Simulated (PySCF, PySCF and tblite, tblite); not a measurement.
# C₅H₁₀AlF: a path driven as a shift of bonds, and NMR exchange, part 1 of 2

How fast is a shift of bonds in C₅H₁₀AlF (`C=C(F)[CH2][Al]([CH3])[CH3]`), and when do the exchanging lines merge?

Programs: PySCF 2.14.0 with density-fitted response routines of our own, and tblite 0.8.0. All values are computed, except where a source is named. Atoms count from 0 throughout.

### 1 The starting structure

17 atoms, charge 0, multiplicity 1; geometry from: force field or distance geometry start.

Bonds of the start (Å): Al4–C5 1.99, Al4–C6 1.99, C0–C1 1.34, C0–H7 1.10, C0–H8 1.08, C1–C3 1.50, C1–F2 1.36, C3–Al4 1.99, C3–H10 1.11, C3–H9 1.12, C5–H11 1.11, C5–H12 1.11, C5–H13 1.11, C6–H14 1.11, C6–H15 1.10, C6–H16 1.12.

### 2 GFN2-xTB relaxation, start minimum

What the job is given:

```
{"job": {"xc": "GFN2-xTB", "basis": "xTB", "kind": "relax"}, "charge": 0, "multiplicity": 1}
C      2.602100     0.538900    -0.034300
C      1.977600    -0.637100    -0.160100
F      2.451300    -1.545600    -1.056100
C      0.810200    -0.997600     0.706500
Al    -0.854900    -0.084900     0.108900
C     -2.419600    -1.153700    -0.515100
C     -0.937600     1.907600     0.083500
H      2.258300     1.281800     0.693400
H      3.447500     0.778600    -0.663900
H      0.622700    -2.098800     0.651000
H      1.015300    -0.751300     1.774300
H     -2.117600    -1.783100    -1.375100
H     -3.238900    -0.468400    -0.806700
H     -2.758700    -1.805600     0.312100
H     -1.935300     2.238300    -0.281200
H     -0.148300     2.302800    -0.567100
H     -0.781000     2.290100     1.120000
```

The run is started by

```console
$ OMP_NUM_THREADS=1 python ens_run.py task.json out
```

The driver reads the study from task.json and runs its stages one after another.

The log of the run:

```text
step      E/eV     max force
  0    -585.80178    1.389
  1    -585.88040    0.667
  2    -585.93361    0.600
  3    -585.95169    0.334
  4    -585.96333    0.258
  5    -585.97090    0.237
  6    -585.97825    0.308
  7    -585.98564    0.282
  8    -585.99167    0.215
  9    -585.99525    0.150
 10    -585.99729    0.132
 11    -585.99868    0.138
 12    -585.99982    0.099
 13    -586.00063    0.064
 14    -586.00123    0.062
 15    -586.00187    0.086
 16    -586.00271    0.100
 17    -586.00369    0.091
 18    -586.00461    0.083
 19    -586.00550    0.087
 20    -586.00663    0.130
 21    -586.00813    0.141
 22    -586.00965    0.117
 23    -586.01076    0.099
 24    -586.01165    0.108
 25    -586.01276    0.131
 26    -586.01457    0.156
 27    -586.01732    0.184
 28    -586.02064    0.166
 29    -586.02350    0.144
 30    -586.02582    0.139
 31    -586.02886    0.171
 32    -586.03351    0.251
 33    -586.03938    0.287
 34    -586.03054    0.728
 35    -586.04790    0.181
 36    -586.05114    0.126
 37    -586.05872    0.365
 38    -586.06192    0.152
 39    -586.06524    0.104
 40    -586.06840    0.130
 41    -586.06974    0.097
 42    -586.07307    0.148
 43    -586.07723    0.187
 44    -586.08170    0.236
 45    -586.08651    0.346
 46    -586.09292    0.383
 47    -586.10673    0.324
 48    -586.12098    0.355
 49    -586.13360    0.254
 50    -586.13972    0.191
 51    -586.14172    0.366
 52    -586.14909    0.200
 53    -586.15349    0.141
 54    -586.16018    0.125
 55    -586.16583    0.142
 56    -586.17400    0.189
 57    -586.18288    0.289
 58    -586.19205    0.254
 59    -586.19948    0.267
 60    -586.20474    0.126
 61    -586.20768    0.125
 62    -586.20987    0.105
 63    -586.21239    0.115
 64    -586.21468    0.131
 65    -586.21644    0.128
 66    -586.21800    0.131
 67    -586.21978    0.151
 68    -586.22175    0.117
 69    -586.22324    0.076
 70    -586.22401    0.076
 71    -586.22457    0.061
 72    -586.22530    0.057
 73    -586.22615    0.065
 74    -586.22687    0.060
 75    -586.22739    0.068
 76    -586.22787    0.062
 77    -586.22842    0.059
 78    -586.22903    0.066
 79    -586.22962    0.063
 80    -586.23017    0.067
 81    -586.23076    0.068
 82    -586.23137    0.053
 83    -586.23189    0.044
 84    -586.23225    0.042
 85    -586.23253    0.041
 86    -586.23284    0.038
 87    -586.23324    0.043
 88    -586.23374    0.053
 89    -586.23441    0.068
 90    -586.23523    0.079
 91    -586.23619    0.078
 92    -586.23725    0.073
 93    -586.23838    0.086
 94    -586.23938    0.077
 95    -586.24013    0.047
 96    -586.24056    0.044
 97    -586.24089    0.050
 98    -586.24116    0.045
 99    -586.24143    0.033
100    -586.24160    0.028
101    -586.24178    0.046
102    -586.24201    0.061
103    -586.24236    0.063
104    -586.24279    0.049
105    -586.24323    0.048
106    -586.24368    0.048
107    -586.24415    0.058
108    -586.24460    0.057
109    -586.24492    0.038
110    -586.24511    0.027
111    -586.24526    0.029
112    -586.24541    0.030
113    -586.24551    0.023
114    -586.24555    0.022
115    -586.24557    0.014
116    -586.24559    0.010
117    -586.24561    0.009
118    -586.24563    0.010
119    -586.24566    0.011
120    -586.24569    0.012
121    -586.24572    0.012
122    -586.24576    0.016
123    -586.24580    0.015
124    -586.24583    0.010
125    -586.24586    0.010
126    -586.24589    0.011
127    -586.24592    0.014
128    -586.24597    0.015
129    -586.24602    0.017
130    -586.24607    0.017
131    -586.24613    0.016
132    -586.24619    0.018
133    -586.24626    0.022
134    -586.24635    0.024
135    -586.24644    0.025
136    -586.24653    0.019
137    -586.24661    0.020
138    -586.24666    0.016
139    -586.24670    0.014
140    -586.24673    0.011
141    -586.24675    0.010
142    -586.24677    0.013
143    -586.24680    0.014
144    -586.24682    0.017
145    -586.24685    0.019
146    -586.24688    0.014
147    -586.24690    0.011
148    -586.24692    0.013
149    -586.24694    0.014
150    -586.24696    0.014
151    -586.24698    0.012
152    -586.24701    0.013
153    -586.24704    0.016
154    -586.24708    0.020
155    -586.24714    0.022
156    -586.24723    0.022
157    -586.24734    0.026
158    -586.24747    0.030
159    -586.24760    0.026
160    -586.24760    0.065
161    -586.24783    0.029
162    -586.24795    0.024
163    -586.24820    0.028
164    -586.24828    0.029
165    -586.24849    0.031
166    -586.24860    0.029
167    -586.24875    0.026
168    -586.24876    0.069
169    -586.24896    0.022
170    -586.24906    0.017
171    -586.24921    0.035
172    -586.24925    0.032
173    -586.24932    0.013
174    -586.24935    0.013
175    -586.24938    0.013
176    -586.24939    0.010
177    -586.24941    0.010
178    -586.24942    0.010
179    -586.24945    0.013
180    -586.24947    0.015
181    -586.24949    0.014
182    -586.24951    0.014
183    -586.24954    0.013
184    -586.24957    0.014
185    -586.24959    0.013
186    -586.24961    0.013
187    -586.24963    0.017
188    -586.24965    0.016
189    -586.24969    0.014
190    -586.24972    0.014
191    -586.24976    0.011
192    -586.24978    0.009
193    -586.24979    0.007
194    -586.24980    0.021
195    -586.24982    0.010
196    -586.24982    0.007
197    -586.24984    0.009
198    -586.24984    0.009
199    -586.24986    0.007
200    -586.24987    0.008
201    -586.24988    0.008
202    -586.24988    0.009
203    -586.24989    0.012
204    -586.24991    0.011
205    -586.24992    0.006
206    -586.24993    0.006
207    -586.24993    0.005
208    -586.24994    0.005
209    -586.24994    0.006
210    -586.24995    0.006
211    -586.24995    0.005
212    -586.24996    0.005
213    -586.24996    0.006
214    -586.24997    0.005
215    -586.24997    0.005
216    -586.24998    0.005
217    -586.24998    0.005
218    -586.24999    0.005
219    -586.24999    0.005
220    -586.25000    0.004
221    -586.25000    0.004
222    -586.25000    0.003
223    -586.25000    0.003
224    -586.25000    0.003
```

It took 1.2 s on 1 thread of Arm Neoverse V2, shared host.

Relaxing gained 0.448 eV and moved the atoms by 0.78 Å on average (rms).

### 3 Relaxed scan, to the middle

What the job is given:

```
{"job": {"xc": "GFN2-xTB", "basis": "xTB", "coordinate": [["d", [4, 3], 1], ["d", [4, 0], -1]], "kind": "drive"}, "charge": 0, "multiplicity": 1}
C      2.810385     0.184445     0.113672
C      1.589417    -0.311348     0.086073
F      0.908812    -0.290525    -1.154286
C      0.656923    -0.809092     1.099598
Al    -0.885866     0.003774     0.011295
C     -2.165298    -1.346761    -0.689744
C     -0.952020     1.990802    -0.070244
H      3.373340     0.188596     1.027755
H      3.281198     0.583290    -0.766707
H      0.551825    -1.897706     0.983453
H      1.036185    -0.619461     2.101370
H     -1.728250    -2.026635    -1.428776
H     -3.034233    -0.884468    -1.167108
H     -2.555311    -1.981110     0.113909
H     -1.882303     2.400217     0.334767
H     -0.878282     2.370795    -1.095541
H     -0.133520     2.457218     0.490603
```

The log of the run:

```text
point  coordinate     E/eV
  0     -1.493     -586.23304
  1     -1.333     -586.19542
  2     -1.176     -586.13396
  3     -1.016     -586.05336
  4     -0.856     -585.95584
  5     -0.693     -585.84499
  6     -0.505     -585.88306
  7     -0.339     -585.88861
  8     -0.172     -585.85966
  9     -0.001     -585.84877
```

Wall time 2.4 s (1 thread of Arm Neoverse V2, shared host).

The highest point is number 5, 8.9 kcal/mol above the first.

### 4 Relaxed scan, from the middle, back

What the job is given:

```
{"job": {"xc": "GFN2-xTB", "basis": "xTB", "coordinate": [["d", [4, 3], 1], ["d", [4, 0], -1]], "kind": "drive"}, "charge": 0, "multiplicity": 1}
C      1.651156     0.198986    -0.679997
C      1.426049    -0.941950     0.104210
F      1.428535    -2.121905    -0.542717
C      0.751824    -0.911214     1.334247
Al    -0.508504     0.229509    -0.112438
C     -1.711369    -1.045002    -1.038571
C     -0.730478     2.086839     0.539678
H      2.037619     1.055878    -0.136473
H      2.154567     0.041490    -1.624995
H      0.596871    -1.869624     1.811632
H      1.091236    -0.146920     2.025242
H     -1.155455    -1.765371    -1.648258
H     -2.433102    -0.551872    -1.696118
H     -2.295091    -1.630620    -0.319045
H     -1.760823     2.263183     0.855115
H     -0.518736     2.814989    -0.248431
H     -0.081880     2.334889     1.384141
```

The log of the run:

```text
point  coordinate     E/eV
  0     -0.163     -585.86156
  1     -0.322     -585.88562
  2     -0.478     -585.91295
  3     -0.633     -585.93703
  4     -0.787     -585.95558
  5     -0.942     -585.97444
  6     -1.098     -585.98891
  7     -1.269     -586.15366
```

Wall time 1.3 s (1 thread of Arm Neoverse V2, shared host).

### 5 Relaxed scan, from the middle, on

job is that of step 4.

The log of the run:

```text
point  coordinate     E/eV
  0      0.160     -585.85613
  1      0.320     -585.87717
  2      0.477     -585.90898
  3      0.631     -585.93324
  4      0.786     -585.95356
  5      0.939     -585.96378
  6      1.096     -585.97551
  7      1.253     -585.98533
```

It took 1.1 s on 1 thread of Arm Neoverse V2, shared host.

### 6 Nudged elastic band, leg 1

What the job is given:

```
{"job": {"xc": "GFN2-xTB", "basis": "xTB", "kind": "neb"}, "charge": 0, "multiplicity": 1}
C      2.809467     0.162428    -0.028294
C      1.584195    -0.322937    -0.005886
F      0.839860    -0.261468    -1.207493
C      0.701098    -0.841981     1.040736
Al    -0.889584     0.012330     0.059186
C     -2.215340    -1.309159    -0.609258
C     -0.943706     2.001196     0.036967
H      3.419191     0.135995     0.854899
H      3.237663     0.583179    -0.920211
H      0.579722    -1.925907     0.899496
H      1.133422    -0.684220     2.026336
H     -1.815737    -1.988219    -1.369858
H     -3.093406    -0.828774    -1.050557
H     -2.586172    -1.945227     0.202023
H     -1.838729     2.406223     0.518608
H     -0.939649     2.408916    -0.980267
H     -0.082834     2.445305     0.550591
```

The log of the run:

```text
image   E - E0 / eV
  0       0.0000
  1       0.1975
  2       0.5421
  3       0.2571
  4       0.1375
  5       0.0143
  6      -0.0000
```

Run time: 4.9 s. Hardware: 1 thread of Arm Neoverse V2, shared host; peak memory 0.2 GiB.

The run did not converge, so its numbers are no properties of the molecule.

### 7 Saddle search, leg 1

What the job is given:

```
{"job": {"xc": "GFN2-xTB", "basis": "xTB", "kind": "saddle"}, "charge": 0, "multiplicity": 1}
C      1.654543     0.196557    -0.680422
C      1.429437    -0.944378     0.103785
F      1.431922    -2.124333    -0.543142
C      0.755212    -0.913642     1.333822
Al    -0.505117     0.227080    -0.112863
C     -1.707982    -1.047431    -1.038996
C     -0.727091     2.084411     0.539253
H      2.041006     1.053449    -0.136897
H      2.157954     0.039061    -1.625420
H      0.600258    -1.872052     1.811207
H      1.094623    -0.149349     2.024817
H     -1.152068    -1.767800    -1.648683
H     -2.429715    -0.554301    -1.696543
H     -2.291703    -1.633048    -0.319470
H     -1.757436     2.260755     0.854690
H     -0.515348     2.812560    -0.248856
H     -0.078493     2.332461     1.383716
```

The log of the run:

```text
step      E/eV     max force
  0    -585.84877   0.0357
  1    -585.85078   0.0908
  2    -585.84989   0.0273
  3    -585.85123   0.0296
  4    -585.85181   0.0322
  5    -585.85122   0.1457
  6    -585.85207   0.0179
  7    -585.85231   0.0239
  8    -585.85248   0.0432
  9    -585.85270   0.0283
 10    -585.85267   0.0718
 11    -585.85282   0.0088
 12    -585.85292   0.0158
 13    -585.85301   0.0158
 14    -585.85308   0.0249
 15    -585.85304   0.0517
 16    -585.85314   0.0058
 17    -585.85319   0.0072
 18    -585.85322   0.0130
 19    -585.85325   0.0109
 20    -585.85325   0.0323
 21    -585.85328   0.0022
lowest wavenumbers (cm-1): -133.8 17.2 57.5 102.6 104.8 128.5
```

Run time: 5.4 s. Hardware: 1 thread of Arm Neoverse V2, shared host; peak memory 0.2 GiB.

Point group C1; 1 imaginary mode, 134i cm⁻¹, carried by Al4, C0, C3. Steps downhill from it reached both ends.

### 8 DFT refinement, start: PBE0-D3(BJ)/def2-SVP

What the job is given:

```
{"job": {"xc": "PBE0", "basis": "def2-SVP", "kind": "refine"}, "charge": 0, "multiplicity": 1}
C      2.810385     0.184445     0.113672
C      1.589417    -0.311348     0.086073
F      0.908812    -0.290525    -1.154286
C      0.656923    -0.809092     1.099598
Al    -0.885866     0.003774     0.011295
C     -2.165298    -1.346761    -0.689744
C     -0.952020     1.990802    -0.070244
H      3.373340     0.188596     1.027755
H      3.281198     0.583290    -0.766707
H      0.551825    -1.897706     0.983453
H      1.036185    -0.619461     2.101370
H     -1.728250    -2.026635    -1.428776
H     -3.034233    -0.884468    -1.167108
H     -2.555311    -1.981110     0.113909
H     -1.882303     2.400217     0.334767
H     -0.878282     2.370795    -1.095541
H     -0.133520     2.457218     0.490603
```

The log of the run:

```text
step      E/eV     max force
  0    -14641.86805   0.8600
  1    -14641.97531   0.2802
  2    -14641.99785   0.1924
  3    -14641.99795   0.2977
  4    -14642.00297   0.3003
  5    -14641.99528   0.4155
  6    -14642.00664   0.1299
  7    -14642.00836   0.1153
  8    -14642.00896   0.1546
  9    -14642.00837   0.2378
 10    -14642.00904   0.1761
 11    -14642.00668   0.2220
 12    -14642.01137   0.0931
 13    -14642.01193   0.0287
 14    -14642.01238   0.0536
 15    -14642.01272   0.1056
 16    -14642.01321   0.0451
 17    -14642.01357   0.0340
 18    -14642.01345   0.1185
 19    -14642.01393   0.0813
 20    -14642.01407   0.0673
 21    -14642.01442   0.0305
 22    -14642.01451   0.0833
 23    -14642.01498   0.0528
 24    -14642.01539   0.0605
```

Wall time 4.9 min (1 thread of Arm Neoverse V2, shared host); peak memory 0.62 GiB.

Why it failed: The run ended before it met its thresholds. Numbers from the part that failed are no properties of the molecule.

### 9 Shieldings, start: BHandHLYP/pcSseg-1

Changed since step 8:

```diff
@@ -1,2 +1,2 @@
-{"job": {"xc": "PBE0", "basis": "def2-SVP", "kind": "refine"}, "charge": 0, "multiplicity": 1}
+{"job": {"kind": "nmr", "xc": "BHandHLYP", "basis": "pcSseg-1", "pop": false}, "charge": 0, "multiplicity": 1}
 C      2.810385     0.184445     0.113672
```

The log of the run:

```text
coarse grid: 14344 points
cycle   1  E = -538.4864152990  dE =  6.254e-01  |g| = 5.889e-01  |ddm| = 3.489e+00
cycle   2  E = -538.5106661281  dE = -2.425e-02  |g| = 5.358e-01  |ddm| = 6.951e-01
cycle   3  E = -538.5665446027  dE = -5.588e-02  |g| = 6.867e-02  |ddm| = 3.515e-01
cycle   4  E = -538.5673522248  dE = -8.076e-04  |g| = 3.607e-02  |ddm| = 7.322e-02
cycle   5  E = -538.5676540235  dE = -3.018e-04  |g| = 3.582e-03  |ddm| = 2.923e-02
cycle   6  E = -538.5676575307  dE = -3.507e-06  |g| = 1.357e-03  |ddm| = 4.497e-03
final grid: 133256 points
cycle   7  E = -538.6051774054  dE = -1.637e-05  |g| = 3.805e-03  |ddm| = 1.233e-02
cycle   8  E = -538.6051776855  dE = -2.800e-07  |g| = 3.856e-03  |ddm| = 5.373e-03
cycle   9  E = -538.6051806726  dE = -2.987e-06  |g| = 3.797e-04  |ddm| = 2.500e-03
cycle  10  E = -538.6051806960  dE = -2.348e-08  |g| = 1.375e-04  |ddm| = 3.224e-04
cycle  11  E = -538.6051807002  dE = -4.139e-09  |g| = 1.849e-05  |ddm| = 1.166e-04
cycle  12  E = -538.6051807003  dE = -1.218e-10  |g| = 8.429e-06  |ddm| = 2.845e-05
converged SCF energy = -538.6051807003

GIAO shielding tensors (ppm)
atom      isotropic    diamagn.    paramagn.     s11        s22        s33       span
  0 C       92.812     255.734    -162.922     -8.362    128.602    158.197    166.559
  1 C       -3.370     257.623    -260.994   -115.106     37.228     67.767    182.874
  2 F      280.305     482.976    -202.671    215.860    290.468    334.585    118.725
  3 C      163.831     251.996     -88.164    145.244    160.418    185.833     40.589
  4 Al     351.070     795.847    -444.777    286.044    342.351    424.815    138.771
  5 C      194.346     250.406     -56.060    186.496    196.693    199.849     13.353
  6 C      197.372     251.284     -53.912    193.685    197.167    201.264      7.579
  7 H       27.397      30.492      -3.094     24.911     26.047     31.234      6.323
  8 H       27.101      30.988      -3.887     23.482     25.349     32.472      8.990
  9 H       30.065      31.197      -1.132     26.800     28.208     35.187      8.387
 10 H       30.151      32.013      -1.862     26.379     28.587     35.488      9.108
 11 H       31.889      30.840       1.049     27.432     29.532     38.702     11.270
 12 H       32.086      29.541       2.545     27.405     29.218     39.636     12.230
 13 H       32.114      29.924       2.191     27.928     29.189     39.225     11.297
 14 H       32.254      29.817       2.437     27.889     28.758     40.114     12.225
 15 H       32.004      31.027       0.978     27.732     29.080     39.202     11.470
 16 H       31.765      31.827      -0.062     26.710     30.145     38.439     11.729
```

Run time: 16 s. Hardware: 1 thread of Arm Neoverse V2, shared host; peak memory 0.86 GiB.

Key values: HOMO -7.92 eV, LUMO 0.78 eV; dipole 1.11 D.

### 10 Shieldings, saddle of leg 1: BHandHLYP/pcSseg-1

What the job is given:

```
{"job": {"kind": "nmr", "xc": "BHandHLYP", "basis": "pcSseg-1", "pop": false}, "charge": 0, "multiplicity": 1}
C      1.652025     0.121270    -0.687035
C      1.395350    -0.965147     0.161837
F      1.346577    -2.176619    -0.422016
C      0.732476    -0.844925     1.392671
Al    -0.506286     0.232015    -0.117006
C     -1.663822    -1.014327    -1.131981
C     -0.733544     2.073512     0.572305
H      2.083964     0.990295    -0.202484
H      2.129709    -0.114624    -1.628808
H      0.557396    -1.768338     1.928681
H      1.098151    -0.050160     2.034018
H     -1.098778    -1.561965    -1.894125
H     -2.488298    -0.508179    -1.641580
H     -2.113602    -1.771959    -0.480959
H     -1.638744     2.150715     1.179195
H     -0.854124     2.785598    -0.248134
H      0.101552     2.422837     1.185423
```

The log of the run:

```text
coarse grid: 14344 points
cycle   1  E = -538.4723552450  dE =  7.487e-01  |g| = 6.275e-01  |ddm| = 3.474e+00
cycle   2  E = -538.4902624105  dE = -1.791e-02  |g| = 6.075e-01  |ddm| = 7.746e-01
cycle   3  E = -538.5606219223  dE = -7.036e-02  |g| = 6.508e-02  |ddm| = 4.046e-01
cycle   4  E = -538.5613209769  dE = -6.991e-04  |g| = 3.226e-02  |ddm| = 6.856e-02
cycle   5  E = -538.5615483519  dE = -2.274e-04  |g| = 5.134e-03  |ddm| = 2.704e-02
cycle   6  E = -538.5615534748  dE = -5.123e-06  |g| = 1.868e-03  |ddm| = 5.773e-03
final grid: 133256 points
cycle   7  E = -538.5980819155  dE = -1.514e-05  |g| = 4.361e-03  |ddm| = 1.277e-02
cycle   8  E = -538.5980818945  dE =  2.091e-08  |g| = 4.582e-03  |ddm| = 6.212e-03
cycle   9  E = -538.5980858347  dE = -3.940e-06  |g| = 3.444e-04  |ddm| = 3.202e-03
cycle  10  E = -538.5980858536  dE = -1.887e-08  |g| = 1.152e-04  |ddm| = 2.888e-04
cycle  11  E = -538.5980858564  dE = -2.788e-09  |g| = 2.265e-05  |ddm| = 1.133e-04
cycle  12  E = -538.5980858565  dE = -1.335e-10  |g| = 6.864e-06  |ddm| = 3.076e-05
converged SCF energy = -538.5980858565

GIAO shielding tensors (ppm)
atom      isotropic    diamagn.    paramagn.     s11        s22        s33       span
  0 C      135.826     259.918    -124.093     82.005    157.720    167.752     85.746
  1 C      -20.081     257.115    -277.196   -157.468     24.308     72.916    230.384
  2 F      223.205     476.972    -253.768     84.683    249.393    335.539    250.856
  3 C      136.488     259.906    -123.418     82.419    158.088    168.956     86.538
  4 Al     487.371     797.037    -309.666    345.202    352.040    764.873    419.671
  5 C      204.997     250.820     -45.823    198.655    201.545    214.792     16.137
  6 C      197.735     251.012     -53.278    184.304    193.023    215.877     31.573
  7 H       29.142      33.647      -4.504     25.675     27.439     34.314      8.640
  8 H       28.914      31.887      -2.972     25.556     26.395     34.792      9.236
  9 H       28.977      31.955      -2.978     25.716     26.323     34.893      9.177
 10 H       29.120      33.593      -4.473     25.663     27.331     34.366      8.703
 11 H       32.214      31.190       1.024     26.349     30.695     39.598     13.249
 12 H       32.454      29.919       2.535     27.430     29.137     40.794     13.364
 13 H       32.087      30.691       1.396     26.831     29.650     39.781     12.949
 14 H       31.930      30.359       1.571     27.342     28.926     39.521     12.178
 15 H       31.822      30.451       1.371     27.267     28.969     39.229     11.963
 16 H       32.735      31.833       0.902     27.447     30.277     40.480     13.033
```

Wall time 16 s (1 thread of Arm Neoverse V2, shared host); peak memory 0.78 GiB.

In short: HOMO -7.90 eV, LUMO 0.12 eV; dipole 1.13 D.

(Continued in part 2 of 2.)
